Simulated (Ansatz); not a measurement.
# C₃H₁₀O₃STi: vertical ionisation energy

An exercise on one series of results from a longer session: the logs are not shown, and one member is left open.

Method: unrestricted cation, the program's frozen cores in correlated methods; program: Ansatz 0.2.0, Gaussian basis.

Plan: UKS PBE-D4/def2-TZVPP; UKS r2SCAN-D4/def2-TZVPP; UKS PBE0-D4/def2-TZVPP; UKS B3LYP-D4/def2-TZVPP; UKS wB97X-V/def2-TZVPP; UKS wB97M-V/def2-TZVPP; UKS B2PLYP/def2-TZVPP; UHF-CCSD(T)/def2-TZVPP; UHF-MP2/def2-QZVPP; extrapolation to the limit; then −ε(HOMO) from the neutral's earlier runs with LDA (SPW92), PBE-D4, revPBE-D4, BLYP-D4, r2SCAN-D4, B97M-V, PBE0-D4, B3LYP-D4, r2SCANh-D4, r2SCAN0-D4, HSE06-D4, BHLYP-D4, CAM-B3LYP-D4, LC-ωPBE, ωB97X-V, ωB97M-V.

## The geometry

All runs share one geometry, relaxed beforehand with PBE0-D4 in a triple-zeta def2 set.

SMILES `C[O][Ti]([OH])([O]C)[S]C`, 18 atoms, charge 0, spin multiplicity 1.

Atoms are counted from 1 here; the program's logs count them from 0.

Bond lengths: C1–O2 1.392 Å, C1–H9 1.095 Å, C1–H10 1.096 Å, C1–H11 1.095 Å, O2–Ti3 1.776 Å, Ti3–O4 1.811 Å, Ti3–O5 1.760 Å, Ti3–S7 2.301 Å, O4–H12 0.958 Å, O5–C6 1.389 Å, C6–H13 1.095 Å, C6–H14 1.094 Å, C6–H15 1.094 Å, S7–C8 1.820 Å, C8–H16 1.090 Å, C8–H17 1.090 Å, C8–H18 1.090 Å. Angles: O2–C1–H9 110.7°, O2–C1–H10 110.7°, O2–C1–H11 109.7°, H9–C1–H10 108.5°, H9–C1–H11 108.3°, H10–C1–H11 108.8°, C1–O2–Ti3 148.7°, O2–Ti3–O4 108.6°, O2–Ti3–O5 115.0°, O2–Ti3–S7 106.0°, O4–Ti3–O5 114.8°, O4–Ti3–S7 109.3°, O5–Ti3–S7 102.6°, Ti3–O4–H12 128.9°, Ti3–O5–C6 166.0°, O5–C6–H13 110.8°, O5–C6–H14 109.8°, O5–C6–H15 110.1° and more.

Coordinates:

```
C    -1.4796   -1.2448    1.6651
O    -0.3547   -0.4949    1.3355
Ti    0.5357    0.4538    0.1261
O     2.2208    0.7255    0.7307
O    -0.2889    1.9036   -0.4349
C    -1.2133    2.8906   -0.7528
S     0.6102   -0.8479   -1.7693
C     1.5591   -2.2505   -1.1016
H    -2.3050   -0.5919    1.9686
H    -1.8079   -1.8463    0.8100
H    -1.2459   -1.9145    2.4988
H     2.8654    1.3741    0.4449
H    -2.1367    2.7571   -0.1804
H    -1.4523    2.8451   -1.8197
H    -0.8003    3.8791   -0.5291
H     1.7372   -2.9503   -1.9184
H     1.0007   -2.7604   -0.3164
H     2.5178   -1.9164   -0.7050
```

Set-up of the first run:

in.yaml reads:

```yaml
crystal:
  periodic: [false, false, false]
  atoms:
    - {symbol: C, position_ang: [-1.479640, -1.244771, 1.665091]}
    - {symbol: O, position_ang: [-0.354735, -0.494933, 1.335462]}
    - {symbol: Ti, position_ang: [0.535740, 0.453843, 0.126109]}
    - {symbol: O, position_ang: [2.220802, 0.725470, 0.730699]}
    - {symbol: O, position_ang: [-0.288876, 1.903642, -0.434884]}
    - {symbol: C, position_ang: [-1.213346, 2.890640, -0.752819]}
    - {symbol: S, position_ang: [0.610232, -0.847868, -1.769319]}
    - {symbol: C, position_ang: [1.559089, -2.250471, -1.101564]}
    - {symbol: H, position_ang: [-2.304987, -0.591878, 1.968558]}
    - {symbol: H, position_ang: [-1.807903, -1.846301, 0.810036]}
    - {symbol: H, position_ang: [-1.245910, -1.914544, 2.498759]}
    - {symbol: H, position_ang: [2.865355, 1.374142, 0.444929]}
    - {symbol: H, position_ang: [-2.136666, 2.757086, -0.180376]}
    - {symbol: H, position_ang: [-1.452300, 2.845141, -1.819677]}
    - {symbol: H, position_ang: [-0.800275, 3.879058, -0.529129]}
    - {symbol: H, position_ang: [1.737196, -2.950293, -1.918361]}
    - {symbol: H, position_ang: [1.000742, -2.760390, -0.316394]}
    - {symbol: H, position_ang: [2.517783, -1.916374, -0.705020]}
basis:
  gaussian: {orbitals: def2-TZVPP}
total_charge: 1
magnetization: {spin_polarized: true, initial_magnetization: 1}
hamiltonian: {xc: pbe, dispersion: d4}
```

On the command line:

```console
> ansatz run in.yaml --threads 4 --pin off --events-out ev --progress --plain --max-ram 66560MiB --backend cuda --devices 0, --max-vram 37GiB
```

Steps of the session up to this table: Cation, UKS PBE-D4/def2-TZVPP; Cation, UKS r2SCAN-D4/def2-TZVPP; Cation, UKS PBE0-D4/def2-TZVPP; Cation, UKS B3LYP-D4/def2-TZVPP; Cation, UKS wB97X-V/def2-TZVPP; Cation, UKS wB97M-V/def2-TZVPP; Cation, UKS B2PLYP (frozen core)/def2-TZVPP; Cation, UHF-CCSD(T)/def2-TZVPP; Cation, UHF-MP2/def2-QZVPP.

One table of the session follows, with a row left open; its other results are not shown here.

Orbital estimates, from the neutral's runs:

```
  functional  −ε(HOMO) (eV)
 LDA (SPW92)           5.42
      PBE-D4           5.29
   revPBE-D4           5.24
     BLYP-D4           5.15
   r2SCAN-D4           5.55
      B97M-V           5.65
     PBE0-D4           6.48
    B3LYP-D4           6.26
  r2SCANh-D4           5.99
  r2SCAN0-D4           6.66
    HSE06-D4           6.09
    BHLYP-D4              ?
CAM-B3LYP-D4           7.77
     LC-ωPBE           9.09
     ωB97X-V           8.77
     ωB97M-V           8.64
```

**Question.** Estimate the row for BHLYP-D4.

Worked estimate for «−ε(HOMO) (eV)». Against the share of exact exchange, BLYP-D4 (0, 5.15), B3LYP-D4 (0.2, 6.26) give a slope of 5.55 per unit share; at 0.5 the line stands at 7.92.

**Answer.** −ε(HOMO) (eV): 7.56. In «−ε(HOMO) (eV)» the line misses by +0.36.

Caveats from the session: The cation may have settled in a state other than its lowest; no search over hole states beyond the program's own was made.
